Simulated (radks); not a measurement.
# Fractional charge and spin in the 5p shell of ytterbium

One table from this session's results is given with a row withheld; the runs are named, their logs left out.

The numbers are computed with radks (a radial shooting solver on a logarithmic mesh, Libxc functionals) version 1 (scalar-relativistic Kohn-Sham, r2SCAN, spin-polarised, spherical densities, finite nucleus), except any that are marked as measured or tabulated.

### What is computed

| Quantity | Value |
| --- | --- |
| element | ytterbium (Z = 70) |
| configuration | [Kr] 4d10 4f14 5s2 5p(up 3, down 3) |
| nuclear rms radius | 5.3108 fm |

A shell typed twice in an input gives spin up, then spin down.

The first run:

Input:

```text
Z 70
configuration [Kr] 4d10 4f14 5s2 5p3 5p3
relativity scalar-relativistic
functional r2scan,r2scan
spin polarised
nucleus finite rms 5.3108 fm
c 137.035999084
```

Among the steps run: 5p: up 3, down 3.

One table of the session follows, with a row left open; its other results are not shown here.

It belongs to the step «5p: up 3, down 3». From the orbitals of this run (lengths in bohr):

```
level     <r>  outermost maximum (interpolated)  90 % within  nodes
   3p  0.2160                             0.196        0.323      1
   3d       ?                                 ?            ?      ?
   4s  0.4882                             0.455        0.701      3
   4p  0.5183                             0.476        0.754      2
   4d  0.5605                             0.491        0.843      1
   5s   1.211                              1.07         1.75      4
   5p   1.435                              1.23         2.11      3
   4f  0.7769                             0.485         1.36      0
```

Q: Estimate the row for 3d from the others.

The run gave: <r>: 0.1961; outermost maximum (interpolated): 0.160; 90 % within: 0.305; nodes: 0. In the column «<r>» it is the lowest.
